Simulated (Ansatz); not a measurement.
# MoTe2 (P6_3/mmc): energy and pressure against volume

One table from this session's results is given with a row withheld; the runs are named, their logs left out.

Program: Ansatz 0.2.0. Level of theory: DFT PBE, scalar-relativistic, plane waves, PAW. These are calculated values, not measurements.

The runs add the D3(BJ) dispersion term to the functional named.

**The starting structure**

It takes space group P6_3/mmc (No. 194, hexagonal). The conventional cell has a = 3.496 Å, b = 3.496 Å, c = 13.701 Å, α = 90.00°, β = 90.00°, γ = 120.00°. Te (site symmetry 3m) has 3 Mo at 2.72 Å as nearest neighbours. Mo (site symmetry -6m2) is surrounded by 6 Te at 2.72 Å.

Structure file:

```cif
data_structure
_symmetry_space_group_name_H-M 'P6_3/mmc'
_symmetry_Int_Tables_number 194
_cell_length_a 3.4964
_cell_length_b 3.4964
_cell_length_c 13.7012
_cell_angle_alpha 90.000
_cell_angle_beta 90.000
_cell_angle_gamma 120.000
_cell_volume 145.06
loop_
_atom_site_label
_atom_site_type_symbol
_atom_site_symmetry_multiplicity
_atom_site_Wyckoff_symbol
_atom_site_fract_x
_atom_site_fract_y
_atom_site_fract_z
_atom_site_occupancy
Te1 Te 4 f 0.33333 0.66667 0.61734 1
Mo1 Mo 2 c 0.33333 0.66667 0.25000 1
```

This cell comes from an earlier session at PBE: 24.176 Å³/atom at -0.01 GPa, on a 10×10×2 mesh.

Set-up of the first run:

The input, input.yaml:

```yaml
crystal:
  lattice:
    - [3.4491746646, 0.0, 0.0]
    - [-1.7245873323, 2.9870728817, 0.0]
    - [0.0, 0.0, 13.5159939345]
  atoms:
    - { symbol: Te, position: [0.3333333333, 0.6666666667, 0.6173449712] }
    - { symbol: Te, position: [0.6666666667, 0.3333333333, 0.1173449712] }
    - { symbol: Te, position: [0.3333333333, 0.6666666667, 0.8826550288] }
    - { symbol: Te, position: [0.6666666667, 0.3333333333, 0.3826550288] }
    - { symbol: Mo, position: [0.3333333333, 0.6666666667, 0.25] }
    - { symbol: Mo, position: [0.6666666667, 0.3333333333, 0.75] }
basis:
  ecutwfc: 420
  ecutrho_ratio: 4
kpoints:
  mp_grid: { grid: [10, 10, 2] }
hamiltonian:
  xc: pbe
  dispersion: d3bj
scf:
  occupations: { method: gaussian, width: 0.05 }
output:
  forces: true
  stress: true
  eigenvalues: true
relax:
  f_tol: 0.01
  max_steps: 40
  cell: { stress_tol: 0.1, fix: [volume] }
```

Command:

```sh
$ ansatz run input.yaml --threads 2 --pin off --max-ram 5120MiB --backend cpu --events-out ev --progress --plain --runs-dir out
```

Among the steps run: Volume × 0.96; Volume × 1.04; Volume × 0.92; Volume × 0.88; Volume × 0.84; Volume × 0.8.

One table of the session follows, with a row left open; its other results are not shown here.

| volume (Å³/atom) | energy above the lowest (meV/atom) | pressure (GPa) | gap on the mesh (eV) |
| --- | --- | --- | --- |
| 19.341 | 250.1 | 21.5 | 0.00 |
| 20.308 | 142.2 | 14.5 | 0.00 |
| 21.275 | 71.4 | 9.3 | 0.00 |
| 22.242 | 28.3 | 5.3 | 0.21 |
| 23.209 | ? | ? | ? |
| 24.176 | 0.0 | 0.0 | 0.60 |
| 25.143 | 4.7 | -1.4 | 0.72 |

Estimate the missing values for volume (Å³/atom) = 23.209.

Worked estimate for «energy above the lowest (meV/atom)». A straight line through the neighbours (22.242, 28.3) and (24.176, 0.0) gives 28.3 + (0.0 − 28.3) × (23.209 − 22.242) / (24.176 − 22.242) = 14.2; a parabola fitted to 4 rows on both sides gives 6.2.

**Answer.** energy above the lowest (meV/atom): 6.2; pressure (GPa): 2.2; gap on the mesh (eV): 0.41. In «energy above the lowest (meV/atom)» the line misses by +8.0 and the parabola by 0.0.

Limits of these values: The k mesh is not the same at all volumes. Other structures may be lower in enthalpy at these pressures. Warnings in the runs' records: relaxed geometry near dispersion switch.
